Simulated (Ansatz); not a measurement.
# C₃H₅ClTe: a ladder of functionals and wavefunction methods

An exercise on one series of results from a longer session: the logs are not shown, and one member is left open.

The runs use Ansatz 0.2.0, Gaussian basis; functionals in def2-TZVPP, the program's frozen cores in correlated methods.

Levels to be run: LDA (SPW92), PBE-D4, revPBE-D4, BLYP-D4, r2SCAN-D4, B97M-V, PBE0-D4, B3LYP-D4, r2SCANh-D4, r2SCAN0-D4, HSE06-D4, BHLYP-D4, CAM-B3LYP-D4, LC-ωPBE, ωB97X-V, ωB97M-V, B2PLYP, PBE-QIDH; CCSD(T)/def2-SVP; CCSD(T)/def2-TZVPP; MP2/def2-QZVPP; extrapolation to the limit; RPA on PBE.

2 further runs of the same task are left out: 2 for a known fault of the program.

## The geometry

The geometry comes from an earlier relaxation with PBE0-D4 in a triple-zeta def2 set; it is a stationary point, not always the lowest conformer. Te takes the def2 core potential; no spin-orbit term is included.

SMILES `ClC1([TeH])CC1`, 10 atoms, charge 0, spin multiplicity 1.

Atoms are counted from 1 here; the program's logs count them from 0.

Bond lengths: Cl1–C2 1.762 Å, C2–Te3 2.120 Å, C2–C4 1.497 Å, C2–C5 1.494 Å, Te3–H6 1.659 Å, C4–C5 1.500 Å, C4–H7 1.083 Å, C4–H8 1.082 Å, C5–H9 1.083 Å, C5–H10 1.082 Å. Angles: Cl1–C2–Te3 115.5°, Cl1–C2–C4 116.4°, Cl1–C2–C5 116.2°, Te3–C2–C4 117.3°, Te3–C2–C5 120.0°, C4–C2–C5 60.2°, C2–Te3–H6 93.4°, C2–C4–C5 59.8°, C2–C4–H7 118.3°, C2–C4–H8 116.3°, C5–C4–H7 118.6°, C5–C4–H8 117.8°, H7–C4–H8 115.0°, C2–C5–C4 60.0°, C2–C5–H9 116.3°, C2–C5–H10 117.8°, C4–C5–H9 117.6°, C4–C5–H10 118.7° and more.

The first run:

in.yaml reads:

```yaml
crystal:
  periodic: [false, false, false]
  atoms:
    - {symbol: Cl, position_ang: [-2.125047, 0.562109, 0.193075]}
    - {symbol: C, position_ang: [-0.533443, -0.154548, -0.046470]}
    - {symbol: Te, position_ang: [-0.484016, -1.875678, -1.283657]}
    - {symbol: C, position_ang: [0.391027, -0.128669, 1.130694]}
    - {symbol: C, position_ang: [0.624955, 0.789543, -0.032049]}
    - {symbol: H, position_ang: [-0.688235, -1.000197, -2.677684]}
    - {symbol: H, position_ang: [1.062935, -0.965967, 1.274231]}
    - {symbol: H, position_ang: [-0.005367, 0.301312, 2.041531]}
    - {symbol: H, position_ang: [0.387697, 1.837532, 0.101414]}
    - {symbol: H, position_ang: [1.452693, 0.583364, -0.698086]}
basis:
  gaussian: {orbitals: def2-TZVPP}
hamiltonian: {xc: lda}
output: {orbitals: {seedname: orbitals}}
```

On the command line:

```sh
$ ansatz run in.yaml --threads 4 --pin off --events-out ev --progress --plain --max-ram 10444MiB
```

Among the steps run: LDA; PBE-D4 (GGA); revPBE-D4 (GGA); BLYP-D4 (GGA); r2SCAN-D4 (meta-GGA); B97M-V (meta-GGA); PBE0-D4 (hybrid); B3LYP-D4 (hybrid); r2SCANh-D4 (hybrid); r2SCAN0-D4 (hybrid); HSE06-D4 (hybrid); BHLYP-D4 (hybrid); CAM-B3LYP-D4 (range-separated); LC-ωPBE (range-separated); ωB97X-V (range-separated); ωB97M-V (range-separated); B2PLYP (double hybrid); PBE-QIDH (double hybrid).

One table of the session follows, with a row left open; its other results are not shown here.

It belongs to the step «Frontier levels by functional». 

```
  functional  HOMO (eV)  gap (eV)
 LDA (SPW92)      -5.48      3.47
      PBE-D4      -5.32      3.49
   revPBE-D4      -5.27      3.51
     BLYP-D4          ?         ?
   r2SCAN-D4      -5.56      3.90
      B97M-V      -5.58      3.90
     PBE0-D4      -6.38      5.38
    B3LYP-D4      -6.16      4.93
  r2SCANh-D4      -5.95      4.59
  r2SCAN0-D4      -6.54      5.63
    HSE06-D4      -5.99      4.61
    BHLYP-D4      -7.28      7.15
CAM-B3LYP-D4      -7.63      7.65
     LC-ωPBE      -8.95     10.11
     ωB97X-V      -8.63      9.65
     ωB97M-V      -8.51      9.36
```

**Question.** Estimate the row for BLYP-D4.

Worked estimate for «HOMO (eV)». Against the share of exact exchange, B3LYP-D4 (0.2, -6.16), BHLYP-D4 (0.5, -7.28) give a slope of -3.73 per unit share; at 0 the line stands at -5.41.

As computed: HOMO (eV): -5.15; gap (eV): 3.42. In «HOMO (eV)» the line misses by -0.26.
